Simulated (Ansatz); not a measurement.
**BFH7NSi2: a ladder of functionals and wavefunction methods**

An exercise on one series of results from a longer session: the logs are not shown, and one member is left open.

The runs use Ansatz 0.2.0, Gaussian basis; functionals in def2-TZVPP, the program's frozen cores in correlated methods.

Levels to be run: PBE-D4, r2SCAN-D4, PBE0-D4, B3LYP-D4, ωB97X-V, ωB97M-V, B2PLYP; CCSD(T)/def2-TZVPP; MP2/def2-QZVPP; extrapolation to the limit.

### Structure used throughout

All runs share one geometry, relaxed beforehand with PBE0-D4 in a triple-zeta def2 set.

SMILES `B[SiH2]N[SiH2]F`, 12 atoms, charge 0, spin multiplicity 1.

Atoms are counted from 1 here; the program's logs count them from 0.

Bond lengths: B1–Si2 2.024 Å, B1–H6 1.193 Å, B1–H7 1.197 Å, Si2–N3 1.759 Å, Si2–H8 1.493 Å, Si2–H9 1.492 Å, N3–Si4 1.692 Å, N3–H10 1.008 Å, Si4–F5 1.638 Å, Si4–H11 1.480 Å, Si4–H12 1.481 Å. Angles: Si2–B1–H6 121.5°, Si2–B1–H7 118.6°, H6–B1–H7 117.8°, B1–Si2–N3 102.2°, B1–Si2–H8 113.4°, B1–Si2–H9 116.2°, N3–Si2–H8 110.6°, N3–Si2–H9 108.4°, H8–Si2–H9 106.0°, Si2–N3–Si4 119.1°, Si2–N3–H10 120.0°, Si4–N3–H10 120.2°, N3–Si4–F5 103.2°, N3–Si4–H11 116.6°, N3–Si4–H12 113.4°, F5–Si4–H11 103.6°, F5–Si4–H12 108.1°, H11–Si4–H12 110.8°.

The first run:

Contents of in.yaml:

```yaml
crystal:
  periodic: [false, false, false]
  atoms:
    - {symbol: B, position_ang: [-1.187826, 1.175216, 0.359593]}
    - {symbol: Si, position_ang: [0.028941, -0.039810, 1.427714]}
    - {symbol: N, position_ang: [0.889052, -0.909268, 0.163727]}
    - {symbol: Si, position_ang: [0.537466, -0.566602, -1.455380]}
    - {symbol: F, position_ang: [-0.150475, 0.918301, -1.383878]}
    - {symbol: H, position_ang: [-1.079803, 2.362844, 0.404357]}
    - {symbol: H, position_ang: [-2.203918, 0.723427, -0.082715]}
    - {symbol: H, position_ang: [-0.709505, -0.990092, 2.311447]}
    - {symbol: H, position_ang: [1.032530, 0.636211, 2.299761]}
    - {symbol: H, position_ang: [1.679419, -1.489214, 0.399292]}
    - {symbol: H, position_ang: [-0.501462, -1.401469, -2.098529]}
    - {symbol: H, position_ang: [1.742481, -0.474745, -2.311389]}
basis:
  gaussian: {orbitals: def2-TZVPP}
hamiltonian: {xc: pbe, dispersion: d4}
output: {forces: true, orbitals: {seedname: orbitals}}
```

Command:

```
$ ansatz run in.yaml --threads 4 --pin off --events-out ev --progress --plain --max-ram 10444MiB
```

Among the steps run: PBE-D4 (GGA); r2SCAN-D4 (meta-GGA); PBE0-D4 (hybrid); B3LYP-D4 (hybrid); ωB97X-V (range-separated); ωB97M-V (range-separated); B2PLYP (double hybrid); CCSD(T) in def2-TZVPP; MP2 in def2-QZVPP.

One of the session's tables, all rows but one given; the rest of the session is left out.

| method | atomisation energy (kJ/mol) |
| --- | --- |
| PBE-D4 | 4050.1 |
| r2SCAN-D4 | 4047.4 |
| PBE0-D4 | 4009.3 |
| B3LYP-D4 | 4054.8 |
| ωB97X-V | 4080.9 |
| ωB97M-V | 4066.8 |
| B2PLYP | 4004.0 |
| HF/def2-TZVPP | 3025.3 |
| MP2/def2-TZVPP | 3977.2 |
| CCSD/def2-TZVPP | ? |
| CCSD(T)/def2-TZVPP | 3937.7 |
| MP2/CBS | 4091.1 |
| CCSD(T)/CBS | 4051.7 |

Q: Estimate the row for CCSD/def2-TZVPP from the others.

The run gave: atomisation energy (kJ/mol): 3891.9. In the column «atomisation energy (kJ/mol)» it lies between HF/def2-TZVPP (3025.3) and CCSD(T)/def2-TZVPP (3937.7).
